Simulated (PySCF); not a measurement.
# CH9GeNSi: the cost of one run

Programs: PySCF 2.14.0, with density-fitted response routines of our own. Each step states its level of theory. These are calculated values for one molecule in the gas phase, unless marked as measured. Atoms count from 0, in the outputs and in this text.

## (1) The molecule as given

13 atoms, charge 0, multiplicity 1; geometry from: PBE0-D3(BJ)/def2-SVP.

Bonds of the start (Å): C0–N1 1.45, N1–Si2 1.74, N1–Ge3 1.84, C0–H4 1.11, C0–H5 1.10, C0–H6 1.10, Si2–H7 1.50, Si2–H8 1.50, Si2–H9 1.49, Ge3–H10 1.54, Ge3–H11 1.54, Ge3–H12 1.55.

## (2) Shielding tensors: PBE0/6-31G*

Job settings and geometry (Å):

```
{"job": {"kind": "nmr", "xc": "PBE0", "basis": "6-31G*", "pop": true}, "charge": 0, "multiplicity": 1}
C      0.189754     1.086254     0.304690
N     -0.195289    -0.253103    -0.108960
Si    -1.888668    -0.636805    -0.192069
Ge     1.151075    -1.509927    -0.191393
H      0.315093     1.188636     1.399997
H     -0.567649     1.826149    -0.007166
H      1.140576     1.392951    -0.165403
H     -2.569693    -0.661307     1.146302
H     -2.596657     0.395456    -1.015271
H     -2.032129    -1.985620    -0.815262
H      2.298088    -0.898523    -1.021971
H      0.579678    -2.770945    -0.855932
H      1.688983    -1.849912     1.217781
```

With the program's defaults for keys left out, this is: GIAO PBE0/6-31G* NMR shielding, non-relativistic, gas phase.

Started as:

```
OMP_NUM_THREADS=1 python probes_run.py task.json out
```

The driver reads the jobs from task.json and runs them one after another.

Q: Estimate the wall time and peak memory of this first job on 1 thread of Intel Xeon Platinum 8259CL at 2.50GHz, shared host.

About 17 s, with a peak of 0.55 GiB.
